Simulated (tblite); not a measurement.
# C2H4B2F4S2: the cost of one run

The runs use tblite 0.8.0 and PySCF 2.14.0, with density-fitted response routines of our own; the level of theory stands in each step. All values are computed, except where a source is named. Atoms count from 0, in the outputs and in this text.

## 1. The starting structure

14 atoms, charge 0, multiplicity 1; geometry from: force field or distance geometry start.

Bonds of the start (Å): B0–S1 1.88, S1–B2 1.89, B2–S3 1.90, S3–C4 1.82, C4–F5 1.37, C4–C6 1.53, C6–F7 1.39, C6–F8 1.38, C6–F9 1.39, B0–H10 1.17, B0–H11 1.19, B2–H12 1.18, C4–H13 1.12.

## 2. Geometry optimisation with GFN2-xTB

What the job is given:

```
{"job": {"kind": "relax", "xc": "GFN2-xTB", "basis": "xTB"}, "charge": 0, "multiplicity": 1}
B      2.561200    -0.019400    -1.207400
S      2.028500    -1.819100    -1.296400
B      1.020400    -1.703500     0.293800
S     -0.864200    -1.480600     0.186100
C     -0.844500     0.321500     0.443900
F     -0.326700     0.620600     1.681400
C     -2.256800     0.891500     0.327200
F     -2.216100     2.263800     0.515800
F     -2.779900     0.612200    -0.917600
F     -3.073600     0.326700     1.305600
H      3.529700     0.288900    -0.625300
H      1.912100     0.803700    -1.762700
H      1.517000    -1.903900     1.345400
H     -0.208000     0.797000    -0.346700
```

Run with:

```sh
OMP_NUM_THREADS=1 python probes_run.py task.json out
```

One launch serves the whole session: the jobs run in the order shown.

**Question.** How long does this first job take on 1 thread of Arm Neoverse N1, shared host, and how much memory does it need?

About 1.9 s, with a peak of 0.18 GiB.
